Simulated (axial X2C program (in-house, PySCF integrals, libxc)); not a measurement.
# ZrCl: bond curves with and without spin–orbit coupling

What are the state, bond length, wavenumber and bond energy of ZrCl, and what does spin–orbit coupling change?

The runs use an in-house X2C program for linear molecules on PySCF integrals; all-electron X2C, Zr dyall-cv3z, Cl dyall-av3z.

All values are calculated.

### 1 Set-up

Input file task.json:

```json
{
 "zs": [
  40,
  17
 ],
 "q": 0,
 "bas": [
  "dyall-cv3z",
  "dyall-av3z"
 ],
 "levels": [
  "PBE0",
  "HF",
  "B97-3"
 ],
 "cc": true,
 "r0": 2.53,
 "thr": -2.0,
 "nmax": 110,
 "npts": 10,
 "nst": 2,
 "ntry": 8
}
```

Keys: zs atomic numbers; q charge; bas basis sets; levels methods (HF also brings MP2); cc coupled cluster on or off; r0 starting distance in Å; thr threshold in hartree for freezing inner shells (an s shell follows its p shell); nmax most natural virtual spinors; npts points asked for on the curve; nst determinants followed; ntry starts of the search.

Run with:

```sh
$ python so2c.py task.json out
```

Spin-free means the one-electron spin-free X2C Hamiltonian; two-component (2c) means X2C with spin–orbit coupling and atomic mean-field two-electron Coulomb and Gaunt terms. Basis: Zr dyall-cv3z contracted to [11s12p9d6f3g], Cl dyall-av3z contracted to [9s8p3d2f]; Gaussian nuclei, density fitting. Masses: Zr 89.905 u, Cl 34.969 u.

Notation: σ, π±, δ± give the projection m of an orbital's angular momentum (0, ±1, ±2), α and β its spin, Λ and M_S the sums; ω is the projection of a spinor's total angular momentum and Ω the sum. Logs are in hartree.

The results follow Hamiltonian by Hamiltonian and level by level.

### 2 Which state to follow

PBE0 moves the distance from 2.530 Å to 2.337 Å and compares determinants there.

Spin-free determinants:

| ΔE (eV) | state | open shells |
| --- | --- | --- |
| 0.00 | M_S = 3/2, Λ = 0 | beyond closed shells: σα, δ+α, δ-α |
| 0.19 | M_S = 3/2, Λ = 3 | beyond closed shells: σα, π+α, δ+α |
| 0.29 | M_S = 3/2, Λ = 1 | beyond closed shells: σα, π-α, δ+α |
| 0.37 | M_S = 1/2, Λ = 2 | beyond closed shells: δ+α |
| 0.65 | M_S = 3/2, Λ = 0 | beyond closed shells: σα, π+α, π-α |
| 0.71 | M_S = 3/2, Λ = 2 | beyond closed shells: 2 × σα, δ+α |
| 0.86 | M_S = 1/2, Λ = 1 | beyond closed shells: σα, π-β, δ+α |

Two-component determinants:

| ΔE (eV) | state | open shells |
| --- | --- | --- |
| 0.00 | Ω = 3/2 | excess of +ω over −ω: ω = 1/2, ω = -3/2, ω = 5/2 |
| 0.12 | Ω = 3/2 | excess of +ω over −ω: ω = 3/2 |
| 0.26 | Ω = 9/2 | excess of +ω over −ω: ω = 1/2, ω = 3/2, ω = 5/2 |
| 0.27 | Ω = 1/2 | excess of +ω over −ω: ω = 1/2 |
| 0.30 | Ω = 5/2 | excess of +ω over −ω: ω = 5/2 |
| 0.75 | Ω = 7/2 | excess of +ω over −ω: 2 × ω = 1/2, ω = 5/2 |
| 0.79 | Ω = 1/2 | excess of +ω over −ω: 2 × ω = -1/2, ω = 3/2 |

### 3 PBE0, spin-free

State followed: M_S = 3/2, Λ = 0 (beyond closed shells: σα, δ+α, δ-α). The scan is laid around 2.337 Å, a first estimate of the minimum, and this SCF restarts from the orbitals of the search.

Output at 2.337 Å:

```text
spin-free X2C-1e  PBE0
basis functions 223  fitting functions 1043  grid points 5083
iter        total energy     max residual
   1      -4059.576691444     1.07e-05
   2      -4059.576691455     7.58e-06
   3      -4059.576691459     5.80e-06
   4      -4059.576691462     1.62e-06
   5      -4059.576691463     4.62e-07
converged
one-electron -5913.60332155  Coulomb 1843.20000503  exact exchange -35.20262517  xc functional -107.94614705  nuclear repulsion 153.97539727
```

Along the bond, energies from the lowest point:

```csv
R (Å),E (eV),μ (D),HOMO (eV),LUMO (eV),iterations
2.033,0.9297,-2.61,-3.96,-1.52,13
2.127,0.3766,-3.02,-4.13,-1.63,13
2.197,0.1440,-3.35,-4.26,-1.74,13
2.267,0.0278,-3.70,-4.39,-1.86,13
2.337,0.0000,-4.06,-4.51,-1.98,5
2.419,0.0503,-4.50,-4.65,-2.11,13
2.501,0.1644,-4.96,-4.79,-2.24,12
2.606,0.3730,-5.55,-4.96,-2.41,13
2.734,0.6826,-6.30,-5.15,-2.64,13
2.921,1.1744,-7.40,-5.41,-2.95,13
```

Dipoles are positive if Cl is the positive end.

Outer orbitals at the reference distance:

| symmetry | occupied | ε (eV) | atomic character |
| --- | --- | --- | --- |
| σα | yes | -34.55 | 96% Zr p |
| π-α | yes | -34.29 | 99% Zr p |
| π+α | yes | -34.29 | 99% Zr p |
| σβ | yes | -33.91 | 96% Zr p |
| π-β | yes | -32.29 | 99% Zr p |
| π+β | yes | -32.29 | 99% Zr p |
| σβ | yes | -21.93 | 75% Cl s, 8% Zr d, 7% Zr p |
| σα | yes | -21.88 | 75% Cl s, 8% Zr d, 7% Zr p |
| σα | yes | -9.80 | 79% Cl p, 12% Zr d, 3% Zr s |
| σβ | yes | -9.75 | 80% Cl p, 10% Zr d, 3% Zr s |
| π-β | yes | -8.97 | 81% Cl p, 8% Zr d, 5% Zr f |
| π+β | yes | -8.97 | 81% Cl p, 8% Zr d, 5% Zr f |
| π+α | yes | -8.96 | 80% Cl p, 10% Zr d, 4% Zr f |
| π-α | yes | -8.96 | 80% Cl p, 10% Zr d, 4% Zr f |
| σα | yes | -5.09 | 60% Zr s, 22% Zr d, 8% Cl p |
| δ-α | yes | -4.51 | 99% Zr d |
| δ+α | yes | -4.51 | 99% Zr d |
| π+α | no | -1.98 | 70% Zr d, 23% Zr p, 3% Cl p |
| π-α | no | -1.98 | 70% Zr d, 23% Zr p, 3% Cl p |
| σα | no | -1.90 | 43% Zr d, 42% Zr p, 7% Zr s |
| σβ | no | -1.82 | 69% Zr s, 20% Zr p, 5% Cl s |

PBE0 fields in the half plane through the axis: z from -2.4 to 4.5 Å across, distance from the axis 0.15 to 2.25 Å upwards; Zr lies at z = 0 and Cl at z = 2.337 Å; the ELF is damped to zero where the density is low.

log10 density (e/bohr³). Ten even steps from ' ' (-4.68 ) to '@' (1.60 ):
```
....::::::::----------::::::::::::::::......    
....::::----------------------------::::::....  
..::::::----========--------------------::::..  
..::::----============================----::::..
::::::----==++++++++++======++++++++====----::..
::::::--====++******++++++++++******++++==--::::
::::::--==++**######**++++++**********++==----::
::::::--==**##%%@@%%****++****%%@@##**++====--::
```

ELF. Ten even steps from '0' (0.00 ) to '9' (0.88 ):
```
002356777642100000000000
012456777642111222110000
012345677631123455421000
112223466521146777653100
111001367520278999875200
110001589840389999986410
100015852582499215997520
100039945484494891998520
```

Re = 2.328 Å, ωe = 388 cm⁻¹, ωexe = 1.2 cm⁻¹, Be = 0.1236 cm⁻¹, De = 5.01 eV, μ = -4.02 D.

### 4 HF, spin-free

Output at 2.337 Å:

```text
spin-free X2C-1e  HF
basis functions 223  fitting functions 1043  grid points 5083
iter        total energy     max residual
   1      -4057.238419914     2.84e-01
   2      -4057.263636919     8.83e-03
   3      -4057.264850516     2.16e-03
   4      -4057.265129174     1.89e-03
   5      -4057.265251485     1.43e-03
   6      -4057.265345366     1.15e-03
   7      -4057.265427636     8.25e-04
   8      -4057.265511964     2.32e-04
   9      -4057.265520666     3.00e-05
  10      -4057.265520865     8.68e-06
  11      -4057.265520876     3.89e-06
  12      -4057.265520877     1.70e-06
converged
one-electron -5912.24679011  Coulomb 1841.88899069  exact exchange -140.88311873  xc functional 0.00000000  nuclear repulsion 153.97539727
```

Re = 2.411 Å, ωe = 360 cm⁻¹, ωexe = 1.07 cm⁻¹, Be = 0.1152 cm⁻¹, De = 3.78 eV, μ = -4.65 D.

### 5 B97-3, spin-free

Output at 2.337 Å:

```text
spin-free X2C-1e  B97-3
basis functions 223  fitting functions 1043  grid points 5083
iter        total energy     max residual
   1      -4059.699189009     3.59e-02
   2      -4059.700055518     2.61e-03
   3      -4059.700082541     1.23e-03
   4      -4059.700098272     3.75e-04
   5      -4059.700102303     1.84e-04
   6      -4059.700103823     5.18e-05
   7      -4059.700103939     1.62e-05
   8      -4059.700103958     7.13e-06
   9      -4059.700103962     4.09e-06
  10      -4059.700103964     1.56e-06
converged
one-electron -5913.70266173  Coulomb 1843.30797950  exact exchange -37.92101414  xc functional -105.35980487  nuclear repulsion 153.97539727
```

Re = 2.347 Å, ωe = 377 cm⁻¹, ωexe = 1.16 cm⁻¹, Be = 0.1215 cm⁻¹, De = 4.54 eV, μ = -4.05 D.

### 6 Correlated methods, spin-free

Correlated methods: 19 electrons correlated (frozen shells, counted by type: Zr 3 s, 2 p, 1 d; Cl 2 s, 1 p), 307 virtual spinors in MP2, 110 natural virtuals in coupled cluster.

Output of the correlated part at 2.337 Å:

```text
correlated 19  virtual 307  natural virtual 110  E(MP2) -0.511412699  MP2 remainder -0.027923356
iter   CCSD correlation   residual
   1     -0.498213558   1.13e-01
   2     -0.506469894   4.51e-02
   3     -0.508936968   2.25e-02
   4     -0.508943013   1.16e-02
   5     -0.508971547   6.34e-03
   6     -0.509012672   2.87e-03
   7     -0.509014658   1.13e-03
   8     -0.509021135   3.96e-04
   9     -0.509012992   1.58e-04
  10     -0.509012626   7.70e-05
  11     -0.509011728   4.21e-05
  12     -0.509012019   2.22e-05
  13     -0.509012045   1.09e-05
  14     -0.509012062   5.36e-06
(T) -0.019246757  T1 0.0192  D1 0.0538  max T2 0.073
```

T1 in the output is the amplitude norm over the root of the electron number; divide by √2 for the Lee–Taylor value.

MP2: Re = 2.330 Å, ωe = 390 cm⁻¹, Be = 0.1233 cm⁻¹, De = 4.85 eV.

CCSD: Re = 2.356 Å, ωe = 381 cm⁻¹, ωexe = 1.14 cm⁻¹, Be = 0.1207 cm⁻¹, De = 4.44 eV. T1 at Re = 0.014 (Lee–Taylor, the printed value over √2).

CCSD(T): Re = 2.348 Å, ωe = 384 cm⁻¹, ωexe = 1.15 cm⁻¹, Be = 0.1214 cm⁻¹, De = 4.44 eV. T1 at Re = 0.014 (Lee–Taylor, the printed value over √2).

### 7 A higher determinant, spin-free

State: M_S = 3/2, Λ = 3 (beyond closed shells: σα, π+α, δ+α).

Output at the reference distance:

```text
spin-free X2C-1e  PBE0
basis functions 223  fitting functions 1043  grid points 5083
iter        total energy     max residual
   1      -4059.569739899     8.10e-06
   2      -4059.569739902     7.57e-06
   3      -4059.569739905     3.05e-06
   4      -4059.569739906     1.18e-06
converged
one-electron -5913.21188480  Coulomb 1842.79544045  exact exchange -35.20111303  xc functional -107.92757979  nuclear repulsion 153.97539727
```

```csv
R (Å),E above the lowest PBE0 point (eV)
2.033,1.292
2.127,0.679
2.197,0.405
2.267,0.251
2.337,0.189
2.419,0.204
2.501,0.286
2.606,0.459
2.734,0.733
```

Re = 2.363 Å, ωe = 371 cm⁻¹, ωexe = 1.16 cm⁻¹, Be = 0.12 cm⁻¹, μ = -3.40 D. Te = 0.19 eV.

### 8 The spin-free curves together

Energy (eV) of the followed determinant, spin-free, from each level's lowest point:

```csv
R (Å),PBE0,HF,MP2,CCSD,CCSD(T),B97-3
2.033,0.930,1.459,0.950,n/a,n/a,1.023
2.127,0.377,0.720,0.389,0.484,0.457,0.438
2.197,0.144,0.370,0.151,0.209,0.192,0.184
2.267,0.028,0.152,0.031,0.057,0.050,0.047
2.337,0.000,0.036,0.000,0.000,0.000,0.000
2.419,0.050,0.000,0.049,0.022,0.030,0.030
2.501,0.164,0.042,0.163,0.114,0.129,0.125
2.606,0.373,0.177,0.373,0.302,0.324,0.313
2.734,0.683,0.418,0.688,n/a,n/a,0.602
2.921,1.174,0.845,1.192,n/a,n/a,1.066
```

### 9 PBE0, 2c

State followed: Ω = 3/2 (excess of +ω over −ω: ω = 1/2, ω = -3/2, ω = 5/2). The scan is laid around 2.337 Å, a first estimate of the minimum, and this SCF restarts from the orbitals of the search.

The SCF at the reference distance of 2.337 Å:

```text
two-component X2C + atomic mean field  PBE0
basis functions 223  fitting functions 1043  grid points 5083
iter        total energy     max residual
   1      -4058.118448989     2.08e-06
   2      -4058.118448989     2.19e-06
converged
one-electron -5909.75183642  Coulomb 1842.41952042  exact exchange -35.18766486  xc functional -107.90068700  nuclear repulsion 153.97539727  atomic mean-field constant -1.67317840
```

Along the bond, energies from the lowest point:

```csv
R (Å),E (eV),μ (D),HOMO (eV),LUMO (eV),iterations
2.033,0.9295,-2.61,-3.92,-1.52,14
2.127,0.3765,-3.02,-4.09,-1.65,13
2.197,0.1440,-3.35,-4.22,-1.77,13
2.267,0.0278,-3.70,-4.34,-1.88,13
2.337,0.0000,-4.07,-4.47,-2.00,2
2.419,0.0503,-4.50,-4.61,-2.14,13
2.501,0.1643,-4.96,-4.75,-2.27,12
2.606,0.3728,-5.56,-4.91,-2.43,13
2.734,0.6822,-6.31,-5.11,-2.64,13
2.921,1.1738,-7.41,-5.36,-2.95,13
```

Dipoles are positive if Cl is the positive end.

Outer spinors at the reference distance:

```
   ω  occupied  ε (eV)             atomic character     λ mixture
-1/2       yes  -35.31                     99% Zr p  75% π, 25% σ
 1/2       yes  -34.85                     96% Zr p  86% σ, 14% π
 3/2       yes  -33.69                     99% Zr p        100% π
-1/2       yes  -33.41                     96% Zr p  75% σ, 25% π
 1/2       yes  -32.52                     99% Zr p  86% π, 14% σ
-3/2       yes  -31.67                     99% Zr p        100% π
-1/2       yes  -21.94   75% Cl s, 8% Zr d, 7% Zr p        100% σ
 1/2       yes  -21.88   75% Cl s, 8% Zr d, 7% Zr p        100% σ
 1/2       yes   -9.79  79% Cl p, 12% Zr d, 3% Zr s        100% σ
-1/2       yes   -9.75  80% Cl p, 10% Zr d, 3% Zr s        100% σ
 1/2       yes   -9.01   81% Cl p, 8% Zr d, 5% Zr f        100% π
-1/2       yes   -9.00  80% Cl p, 10% Zr d, 4% Zr f        100% π
-3/2       yes   -8.93   81% Cl p, 8% Zr d, 5% Zr f        100% π
 3/2       yes   -8.92  80% Cl p, 10% Zr d, 4% Zr f        100% π
 1/2       yes   -5.09  60% Zr s, 22% Zr d, 8% Cl p        100% σ
-3/2       yes   -4.56                     99% Zr d        100% δ
 5/2       yes   -4.47                     99% Zr d        100% δ
-1/2        no   -2.00  69% Zr d, 23% Zr p, 3% Cl p   99% π, 1% σ
 3/2        no   -1.95  70% Zr d, 23% Zr p, 3% Cl p        100% π
 1/2        no   -1.90  43% Zr d, 41% Zr p, 7% Zr s        100% σ
-1/2        no   -1.83  68% Zr s, 20% Zr p, 5% Cl s        100% σ
```

PBE0 fields in the half plane through the axis: z from -2.4 to 4.5 Å across, distance from the axis 0.15 to 2.25 Å upwards; Zr lies at z = 0 and Cl at z = 2.337 Å; the ELF is damped to zero where the density is low.

log10 density (e/bohr³). Ten even steps from '0' (-4.68 ) to '9' (1.60 ):
```
112222333332222222211100
112233333333333333222110
122233444433333333332210
122334444444444444433221
222334555554445555543321
222344566655555666554322
222345677765556666654332
222346789866566897654432
```

ELF. Ten even steps from '0' (0.00 ) to '9' (0.88 ):
```
002356777642100000000000
012456777642111222110000
012345677631123455421000
112223466521146777653100
111001367520278999875200
100001589840389999986410
100015852582499215997520
100039945484494891998520
```

Re = 2.328 Å, ωe = 388 cm⁻¹, ωexe = 1.2 cm⁻¹, Be = 0.1235 cm⁻¹, De = 5.00 eV, μ = -4.02 D.

### 10 HF, 2c

Output at 2.337 Å:

```text
two-component X2C + atomic mean field  HF
basis functions 223  fitting functions 1043  grid points 5083
iter        total energy     max residual
   1      -4055.780756563     2.84e-01
   2      -4055.805979789     8.93e-03
   3      -4055.807195362     2.15e-03
   4      -4055.807474098     1.90e-03
   5      -4055.807596024     1.42e-03
   6      -4055.807689275     1.14e-03
   7      -4055.807770986     8.22e-04
   8      -4055.807855428     2.33e-04
   9      -4055.807864396     3.71e-05
  10      -4055.807864639     3.28e-05
  11      -4055.807864674     3.00e-05
  12      -4055.807864701     2.69e-05
  13      -4055.807864735     2.16e-05
  14      -4055.807864770     1.38e-05
  15      -4055.807864790     5.18e-06
  16      -4055.807864794     2.65e-06
  17      -4055.807864795     1.54e-06
converged
one-electron -5908.39642487  Coulomb 1841.10966918  exact exchange -140.82332797  xc functional 0.00000000  nuclear repulsion 153.97539727  atomic mean-field constant -1.67317840
```

Re = 2.411 Å, ωe = 360 cm⁻¹, ωexe = 1.07 cm⁻¹, Be = 0.1151 cm⁻¹, De = 3.74 eV, μ = -4.66 D.

### 11 B97-3, 2c

Output at 2.337 Å:

```text
two-component X2C + atomic mean field  B97-3
basis functions 223  fitting functions 1043  grid points 5083
iter        total energy     max residual
   1      -4058.241197564     3.61e-02
   2      -4058.242070325     2.61e-03
   3      -4058.242098505     1.24e-03
   4      -4058.242114650     3.77e-04
   5      -4058.242118951     1.86e-04
   6      -4058.242120785     6.01e-05
   7      -4058.242121086     4.35e-05
   8      -4058.242121199     3.09e-05
   9      -4058.242121264     1.95e-05
  10      -4058.242121299     8.08e-06
  11      -4058.242121306     2.00e-06
  12      -4058.242121307     7.86e-07
converged
one-electron -5909.85232714  Coulomb 1842.52862822  exact exchange -37.90489050  xc functional -105.31575076  nuclear repulsion 153.97539727  atomic mean-field constant -1.67317840
```

Re = 2.347 Å, ωe = 377 cm⁻¹, ωexe = 1.16 cm⁻¹, Be = 0.1215 cm⁻¹, De = 4.51 eV, μ = -4.05 D.

### 12 Correlated methods, 2c

Correlated methods: 19 electrons correlated (frozen shells, counted by type: Zr 3 s, 2 p, 1 d; Cl 2 s, 1 p), 307 virtual spinors in MP2, 110 natural virtuals in coupled cluster.

Output of the correlated part at 2.337 Å:

```text
correlated 19  virtual 307  natural virtual 110  E(MP2) -0.511554821  MP2 remainder -0.027946345
iter   CCSD correlation   residual
   1     -0.498295952   1.13e-01
   2     -0.506558570   4.51e-02
   3     -0.509027570   2.25e-02
   4     -0.509034005   1.16e-02
   5     -0.509062647   6.32e-03
   6     -0.509103755   2.87e-03
   7     -0.509105794   1.13e-03
   8     -0.509112272   3.98e-04
   9     -0.509104121   1.62e-04
  10     -0.509103769   8.18e-05
  11     -0.509102846   4.72e-05
  12     -0.509103178   2.69e-05
  13     -0.509103218   1.53e-05
  14     -0.509103248   8.99e-06
  15     -0.509103228   5.43e-06
  16     -0.509103196   3.47e-06
  17     -0.509103188   2.01e-06
(T) -0.019263041  T1 0.0192  D1 0.0542  max T2 0.073
```

MP2: Re = 2.330 Å, ωe = 390 cm⁻¹, Be = 0.1233 cm⁻¹, De = 4.80 eV.

CCSD: Re = 2.356 Å, ωe = 381 cm⁻¹, ωexe = 1.12 cm⁻¹, Be = 0.1207 cm⁻¹, De = 4.39 eV. T1 at Re = 0.014 (Lee–Taylor, the printed value over √2).

CCSD(T): Re = 2.348 Å, ωe = 384 cm⁻¹, ωexe = 1.15 cm⁻¹, Be = 0.1215 cm⁻¹, De = 4.38 eV. T1 at Re = 0.014 (Lee–Taylor, the printed value over √2).

### 13 A higher determinant, 2c

State: Ω = 3/2 (excess of +ω over −ω: ω = 3/2).

Output at the reference distance:

```text
two-component X2C + atomic mean field  PBE0
basis functions 223  fitting functions 1043  grid points 5083
iter        total energy     max residual
   1      -4058.114010902     1.63e-05
   2      -4058.114010927     1.19e-05
   3      -4058.114010940     8.97e-06
   4      -4058.114010956     2.46e-06
   5      -4058.114010958     1.64e-06
converged
one-electron -5909.40013224  Coulomb 1842.05328225  exact exchange -35.18633587  xc functional -107.88304396  nuclear repulsion 153.97539727  atomic mean-field constant -1.67317840
```

```csv
R (Å),E above the lowest PBE0 point (eV)
2.033,1.224
2.127,0.611
2.197,0.337
2.267,0.183
2.337,0.121
2.419,0.135
2.501,0.217
2.606,0.390
2.734,0.664
```

Re = 2.363 Å, ωe = 371 cm⁻¹, ωexe = 1.16 cm⁻¹, Be = 0.1199 cm⁻¹, μ = -3.39 D. Te = 0.12 eV.

### 14 The 2c curves together

Energy (eV) of the followed determinant, 2c, from each level's lowest point:

```csv
R (Å),PBE0,HF,MP2,CCSD,CCSD(T),B97-3
2.033,0.930,1.460,0.951,n/a,n/a,1.023
2.127,0.377,0.721,0.389,0.483,0.456,0.439
2.197,0.144,0.370,0.151,0.209,0.192,0.184
2.267,0.028,0.152,0.031,0.057,0.049,0.047
2.337,0.000,0.036,0.000,0.000,0.000,0.000
2.419,0.050,0.000,0.048,0.022,0.030,0.030
2.501,0.164,0.042,0.162,0.114,0.129,0.125
2.606,0.373,0.176,0.373,0.301,0.323,0.313
2.734,0.682,0.418,0.687,n/a,n/a,0.601
2.921,1.174,0.843,1.191,n/a,n/a,1.053
```

The whole job took 8.5 min on 1 thread of Arm Neoverse V2, shared host; peak memory 1.8 GiB.

### 15 Results

Lowest determinant that the search found at its distance, spin-free: M_S = 3/2, Λ = 0 (beyond closed shells: σα, δ+α, δ-α).

Lowest determinant that the search found at its distance, 2c: Ω = 3/2 (excess of +ω over −ω: ω = 1/2, ω = -3/2, ω = 5/2).

| Hamiltonian | level | Re (Å) | ωe (cm⁻¹) | De (eV) | μ (D) |
| --- | --- | --- | --- | --- | --- |
| spin-free | PBE0 | 2.328 | 388 | 5.01 | -4.02 |
| spin-free | HF | 2.411 | 360 | 3.78 | -4.65 |
| spin-free | MP2 | 2.330 | 390 | 4.85 | n/a |
| spin-free | CCSD | 2.356 | 381 | 4.44 | n/a |
| spin-free | CCSD(T) | 2.348 | 384 | 4.44 | n/a |
| spin-free | B97-3 | 2.347 | 377 | 4.54 | -4.05 |
| 2c | PBE0 | 2.328 | 388 | 5.00 | -4.02 |
| 2c | HF | 2.411 | 360 | 3.74 | -4.66 |
| 2c | MP2 | 2.330 | 390 | 4.80 | n/a |
| 2c | CCSD | 2.356 | 381 | 4.39 | n/a |
| 2c | CCSD(T) | 2.348 | 384 | 4.38 | n/a |
| 2c | B97-3 | 2.347 | 377 | 4.51 | -4.05 |

Dipoles are positive if Cl is the positive end.

Time per point (s) on 1 thread of Arm Neoverse V2, shared host (2c runs; CCSD comes with the CCSD(T) run); the times are rough: PBE0 1, HF 1, MP2 2.1, CCSD(T) 24, B97-3 1.7.

**Reading.** At CCSD(T), going from spin-free to two-component changes Re by 0 mÅ, ωe by -0.1 %, which is small (part of it comes from the scalar share of the two-electron terms). De moves by -0.05 eV; both De rest on single-determinant atoms, which can miss part of an open shell's spin–orbit lowering.

De refers to Zr + Cl, each in the lowest determinant found, which need not be this curve's own limit. The state is a single determinant with fixed occupations, the lowest that a limited PBE0 search found. De is counted from the lowest determinant-based energies of the atoms at the same level, without counterpoise correction. Density functionals use the spin component along the axis (collinear). Coupled cluster ran in a truncated set of natural virtual spinors; the MP2 energy of the rest was added. With several unpaired electrons one determinant need not be a pure state.
